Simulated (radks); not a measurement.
# The series with 1 electrons, H to Pm⁶⁰⁺

Aim: how levels and radii change as the nucleus grows at a fixed number of electrons, all in 1s1.

The numbers are computed with radks (a radial shooting solver on a logarithmic mesh, Libxc functionals) version 1 (scalar-relativistic Kohn-Sham, SCAN, spin-polarised, spherical densities, finite nucleus; open shells are filled with parallel spins first), except any that are marked as measured or tabulated.

10 further runs of the same task are left out: 10 that didn't finish.

### Step 1. The system

```
electrons     : 1
ions          : H, S¹⁵⁺, Se³³⁺, Rb³⁶⁺, Tc⁴²⁺, Pd⁴⁵⁺, In⁴⁸⁺, Te⁵¹⁺, Cs⁵⁴⁺, Ce⁵⁷⁺, Pm⁶⁰⁺
configuration : 1s1
```

Outer shells as boxes (Hund's rule):

1s1
```
1s [↑ ]
```

### Step 2. H

The run's settings:

```text
Z 1
configuration 1s1
relativity scalar-relativistic
functional scan,scan
spin polarised
nucleus finite rms 0.8783 fm
c 137.035999084
```

### Step 3. S¹⁵⁺

The run's settings:

```text
Z 16
configuration 1s1 2s0 2p0
relativity scalar-relativistic
functional scan,scan
spin polarised
nucleus finite rms 3.2611 fm
c 137.035999084
```

### Step 4. Se³³⁺

The run's settings:

```text
Z 34
configuration 1s1 2s0 2p0
relativity scalar-relativistic
functional scan,scan
spin polarised
nucleus finite rms 4.14 fm
c 137.035999084
```

### Step 5. Rb³⁶⁺

The run's settings:

```text
Z 37
configuration 1s1 2s0 2p0
relativity scalar-relativistic
functional scan,scan
spin polarised
nucleus finite rms 4.2036 fm
c 137.035999084
```

### Step 6. Tc⁴²⁺

The run's settings:

```text
Z 43
configuration 1s1 2s0 2p0
relativity scalar-relativistic
functional scan,scan
spin polarised
nucleus finite rms 4.4112 fm
c 137.035999084
```

### Step 7. Pd⁴⁵⁺

The run's settings:

```text
Z 46
configuration 1s1 2s0 2p0
relativity scalar-relativistic
functional scan,scan
spin polarised
nucleus finite rms 4.5318 fm
c 137.035999084
```

### Step 8. In⁴⁸⁺

The run's settings:

```text
Z 49
configuration 1s1 2s0 2p0
relativity scalar-relativistic
functional scan,scan
spin polarised
nucleus finite rms 4.6156 fm
c 137.035999084
```

### Step 9. Te⁵¹⁺

The run's settings:

```text
Z 52
configuration 1s1 2s0 2p0
relativity scalar-relativistic
functional scan,scan
spin polarised
nucleus finite rms 4.7423 fm
c 137.035999084
```

### Step 10. Cs⁵⁴⁺

The run's settings:

```text
Z 55
configuration 1s1 2s0 2p0
relativity scalar-relativistic
functional scan,scan
spin polarised
nucleus finite rms 4.8041 fm
c 137.035999084
```

### Step 11. Ce⁵⁷⁺

The run's settings:

```text
Z 58
configuration 1s1 2s0 2p0
relativity scalar-relativistic
functional scan,scan
spin polarised
nucleus finite rms 4.8771 fm
c 137.035999084
```

### Step 12. Pm⁶⁰⁺

The run's settings:

```text
Z 61
configuration 1s1 2s0 2p0
relativity scalar-relativistic
functional scan,scan
spin polarised
nucleus finite rms 4.962 fm
c 137.035999084
```

Q: Predict the outcome of this session. Wanted: for each run, ion; E; ε(1s up); ε(2p up, empty); ε(2s up, empty); <r>(1s up).

As calculated:

```
  ion  E (hartree)  ε(1s up) (eV)  ε(2p up, empty) (eV)  ε(2s up, empty) (eV)  <r>(1s up) (bohr)
Se³³⁺   -587.20365       -15782.9               -3672.7               -3668.1            0.04321
Rb³⁶⁺   -697.48062       -18765.5               -4382.9               -4391.9            0.03955
Tc⁴²⁺   -948.48899         -25559               -5998.9               -6052.7            0.03372
Pd⁴⁵⁺  -1089.65077         -29381               -6906.1               -6993.7            0.03135
In⁴⁸⁺  -1241.58004         -33496               -7880.1               -8010.8            0.02927
Te⁵¹⁺  -1404.55549         -37911               -8922.5               -9107.6            0.02741
Cs⁵⁴⁺   -1578.8923         -42634              -10033.5              -10285.7            0.02575
Ce⁵⁷⁺   -1764.9342         -47676              -11214.6              -11549.2            0.02425
Pm⁶⁰⁺   -1963.0644         -53047              -12466.3              -12900.5            0.02288
```

What this shows: From Se³³⁺ to Pm⁶⁰⁺ the 1s up level deepens by a factor 3.36 and shrinks by a factor 1.89. 2s up drops below 2p up between Se³³⁺ and Rb³⁶⁺. With rising charge the levels order more and more by their principal quantum number, as in hydrogen.
